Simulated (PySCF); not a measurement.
# One shape, several levels: CH7GaSi (SMILES [CH3][GaH][SiH3])

Aim: a comparison of 6 runs (B3LYP/6-31G*, M06-2X/6-31G*, TPSSh/def2-SVPD, MP2/STO-3G, CCSD/3-21G) of CH7GaSi. The job is set up through a Python script.

The results are computed with PySCF 2.14.0.

1 further run of the same task is left out (set aside as unsound or not needed).

## 1. The system as given

CH7GaSi has 10 atoms, charge 0, and is taken as a singlet. As SMILES, `[CH3][GaH][SiH3]`. Geometry: relaxed at PBE0-D4/def2-TZVP.

Bond lengths: C1–Ga2 1.971 Å, Ga2–Si3 2.419 Å, C1–H4 1.090 Å, C1–H5 1.094 Å, C1–H6 1.093 Å, Ga2–H7 1.578 Å, Si3–H8 1.492 Å, Si3–H9 1.489 Å, Si3–H10 1.492 Å. Some angles: C1–Ga2–Si3 120.8°, C1–Ga2–H7 118.1°, Si3–Ga2–H7 121.0°, Ga2–C1–H4 113.1°, Ga2–C1–H5 109.2°, Ga2–C1–H6 110.1°, Ga2–Si3–H8 110.2°, Ga2–Si3–H9 114.2°, Ga2–Si3–H10 110.2°, H4–C1–H5 108.5°.

## 2. Energy and gradient at B3LYP/6-31G(d) (spherical functions) (run 1)

run.py

```python
# [CH3][GaH][SiH3]
import pyscf.grad
from pyscf import gto, dft

mol = gto.Mole()
mol.atom = [
    ('C', (-1.123300, 1.394100, -0.619200)),
    ('Ga', (0.561500, 0.659300, 0.093300)),
    ('Si', (0.786700, -1.705300, 0.550700)),
    ('H', (-1.924300, 0.656600, -0.670400)),
    ('H', (-0.947000, 1.785400, -1.626000)),
    ('H', (-1.454200, 2.236500, -0.005700)),
    ('H', (1.759600, 1.654600, 0.346000)),
    ('H', (0.531000, -2.496200, -0.688800)),
    ('H', (2.125000, -2.100900, 1.069700)),
    ('H', (-0.231700, -2.135100, 1.553300)),
]
mol.max_memory = 1860
mol.basis = '6-31g*'
mol.verbose = 4
mol.spin = 0
mol.build()

mf = dft.RKS(mol, xc='b3lyp')
mf.conv_tol = 1e-10
mf.grids.level = 5
mf.kernel()
if not mf.converged:
    mf = mf.newton().run(mf.mo_coeff, mf.mo_occ)

etot = mf.e_tot
print('E = %.10f Eh' % etot)
grad = mf.Gradients().kernel()
dip = mf.dip_moment()
pop, q = mf.mulliken_pop()
```

Launch:

```console
$ OMP_NUM_THREADS=1 python run.py
```

Output:

```text
PySCF version 2.14.0

[... 78 lines left out ...]
converged SCF energy = -2256.42173829653
[... 13 lines left out ...]
Dipole moment(X, Y, Z, Debye): -0.65500,  0.62472, -0.33555
[... 89 lines left out ...]
charge of    9H =     -0.06370
```

Run time: 49 s. Hardware: 1 thread of Intel Xeon at 2.70GHz, shared host; peak memory 0.77 GiB.

## 3. Energy and forces at M06-2X/6-31G(d) (spherical functions) (run 2)

run.py

```python
from pyscf import gto, dft

system = gto.M(
    atom='''
C     -2.122729     2.634467    -1.170118
Ga     1.061081     1.245896     0.176311
Si     1.486648    -3.222550     1.040672
H     -3.636400     1.240794    -1.266872
H     -1.789571     3.373917    -3.072695
H     -2.748040     4.226372    -0.010771
H      3.325162     3.126741     0.653845
H      1.003445    -4.717134    -1.301643
H      4.015668    -3.970126     2.021440
H     -0.437850    -4.034754     2.935312
''',
    verbose=3,
    spin=0,
    unit='bohr',
    max_memory=1860,
    basis='6-31g*',
)

ks = dft.RKS(system, xc='m06-2x')
ks.conv_tol = 1e-10
ks.grids.level = 5
ks.kernel()
if not ks.converged:
    ks = ks.newton().run(ks.mo_coeff, ks.mo_occ)

energy = ks.e_tot
print(f'total energy: {energy:.8f} hartree')
grad = ks.nuc_grad_method().kernel()
ks.analyze()
```

Launch:

```console
$ OMP_NUM_THREADS=1 python run.py
```

Output:

```text
converged SCF energy = -2256.27435259085
[... 17 lines left out ...]
MO #8   energy= -5.77016409419793  occ= 2
[... 13 lines left out ...]
MO #22  energy= -0.60237411498093  occ= 2
[... 13 lines left out ...]
MO #36  energy= 0.121778184542393  occ= 0
[... 13 lines left out ...]
MO #50  energy= 0.524710231846834  occ= 0
[... 13 lines left out ...]
MO #64  energy= 1.12359292539966   occ= 0
[... 13 lines left out ...]
MO #78  energy= 3.14748562560627   occ= 0
[... 11 lines left out ...]
Dipole moment(X, Y, Z, Debye): -0.57867,  0.67751, -0.31537
```

Run time: 63 s. Hardware: 1 thread of Intel Xeon at 2.70GHz, shared host; peak memory 0.77 GiB.

## 4. Energy and gradient at B3LYP/6-31G(d) (Cartesian functions) (run 3)

run.py

```python
# [CH3][GaH][SiH3]
import pyscf.grad
from pyscf import gto, dft

molecule = gto.M(
    atom='''
C       -1.123300       1.394100      -0.619200
Ga       0.561500       0.659300       0.093300
Si       0.786700      -1.705300       0.550700
H       -1.924300       0.656600      -0.670400
H       -0.947000       1.785400      -1.626000
H       -1.454200       2.236500      -0.005700
H        1.759600       1.654600       0.346000
H        0.531000      -2.496200      -0.688800
H        2.125000      -2.100900       1.069700
H       -0.231700      -2.135100       1.553300
''',
    cart=True,
    spin=0,
    max_memory=1860,
    verbose=4,
    basis='6-31g*',
)

mf = dft.RKS(molecule, xc='b3lyp')
mf.conv_tol = 1e-10
mf.grids.level = 5
mf.kernel()
if not mf.converged:
    mf = mf.newton().run(mf.mo_coeff, mf.mo_occ)

e_tot = mf.e_tot
print('E = %.10f Eh' % e_tot)
grad = mf.Gradients().kernel()
mf.analyze()
```

Launch:

```console
$ OMP_NUM_THREADS=1 python run.py
```

Output:

```text
PySCF version 2.14.0

[... 104 lines left out ...]
MO #3   energy= -45.9468058965249  occ= 2
[... 15 lines left out ...]
MO #19  energy= -0.822921320624531 occ= 2
[... 15 lines left out ...]
MO #35  energy= 0.074285729926033  occ= 0
[... 15 lines left out ...]
MO #51  energy= 0.529870261336693  occ= 0
[... 15 lines left out ...]
MO #67  energy= 1.15125505334889   occ= 0
[... 15 lines left out ...]
MO #83  energy= 73.9059695629583   occ= 0
[... 96 lines left out ...]
Dipole moment(X, Y, Z, Debye): -0.65211,  0.61912, -0.33324
```

Run time: 44 s. Hardware: 1 thread of Intel Xeon at 2.70GHz, shared host; peak memory 0.81 GiB.

Runs 4 to 5 aren't shown in full; the table further down has their settings and results.

## 5. The energy at CCSD/3-21G (run 6)

geometry.xyz

```xyz
10
CH7GaSi
C     -1.123300     1.394100    -0.619200
Ga     0.561500     0.659300     0.093300
Si     0.786700    -1.705300     0.550700
H     -1.924300     0.656600    -0.670400
H     -0.947000     1.785400    -1.626000
H     -1.454200     2.236500    -0.005700
H      1.759600     1.654600     0.346000
H      0.531000    -2.496200    -0.688800
H      2.125000    -2.100900     1.069700
H     -0.231700    -2.135100     1.553300
```

input.py

```python
from pyscf import gto, scf, cc

mol = gto.M(
    atom='geometry.xyz',
    charge=0,
    basis='3-21g',
    spin=0,
    max_memory=1860,
    verbose=4,
)

mf = scf.RHF(mol)
mf.conv_tol = 1e-10
mf.kernel()
if not mf.converged:
    mf = mf.newton().run(mf.mo_coeff, mf.mo_occ)

mycc = cc.CCSD(mf, frozen=15)
mycc.kernel()
e_final = mycc.e_tot
print(f'total energy: {e_final:.8f} hartree')
mf.analyze()
```

Launch:

```console
$ OMP_NUM_THREADS=1 python input.py
```

Output:

```text
PySCF version 2.14.0

[... 94 lines left out ...]
Two-electron Energy =                 1123.309525880913270
[... 13 lines left out ...]
MO #10  energy= -4.41923311451735  occ= 2
[... 11 lines left out ...]
MO #22  energy= -0.721108272865393 occ= 2
[... 11 lines left out ...]
MO #34  energy= 0.205053645301024  occ= 0
[... 11 lines left out ...]
MO #46  energy= 0.5417284563312    occ= 0
[... 11 lines left out ...]
MO #58  energy= 1.97883461541328   occ= 0
[... 71 lines left out ...]
Dipole moment(X, Y, Z, Debye): -0.52500,  0.98972, -0.34622
```

Wall time 3.3 s (1 thread of Intel Xeon at 2.70GHz, shared host); peak memory 0.16 GiB.

## 6. Overview of the runs

```csv
run,level,Cartesian functions,integration grid,energy (Eh),dipole moment (D) of the reference,HOMO energy (eV),LUMO energy (eV),wall time
1,B3LYP/6-31G* (spherical functions),no,5,-2256.421738,0.97,-7.01,-1.89,49 s
2,M06-2X/6-31G* (spherical functions),no,5,-2256.274353,0.95,-8.22,-1.17,63 s
3,B3LYP/6-31G* (Cartesian functions),yes,5,-2256.428966,0.96,-7.01,-1.88,44 s
4,TPSSh/def2-SVPD,no,5,-2256.299355,0.85,-6.81,-2.11,1.9 min
5,MP2/STO-3G,no,–,-2228.093279,0.19,-6.82,4.75,4.2 s
6,CCSD/3-21G,no,–,-2243.164233,1.17,-9.75,1.06,3.3 s
```

## 7. Results

```
                                           quantity           value
                                run 6: total energy  -2243.16423 Eh
        run 6: dipole moment (Hartree–Fock density)          1.17 D
         run 6: HOMO energy (Hartree–Fock orbitals)        -9.75 eV
         run 6: LUMO energy (Hartree–Fock orbitals)         1.06 eV
       run 6: HOMO–LUMO gap (Hartree–Fock orbitals)        10.81 eV
run 6: correlation energy (15 core orbitals frozen)      -230.6 mEh
                               run 6: T1 diagnostic           0.008
```

**Reading.** Over runs 1, 2, 3, 4 the dipole moment (its size) runs from 0.85 D (TPSSh/def2-SVPD) to 0.97 D (B3LYP/6-31G*). The two ends differ in method and basis. Over runs 1, 2, 3, 4 the HOMO–LUMO gap runs from 4.70 eV (TPSSh/def2-SVPD) to 7.05 eV (M06-2X/6-31G*). Totals of different functionals can't be ranked against each other. In run 5 the basis is minimal, so the values are rough. All runs together took 4.7 min, the longest 1.9 min.
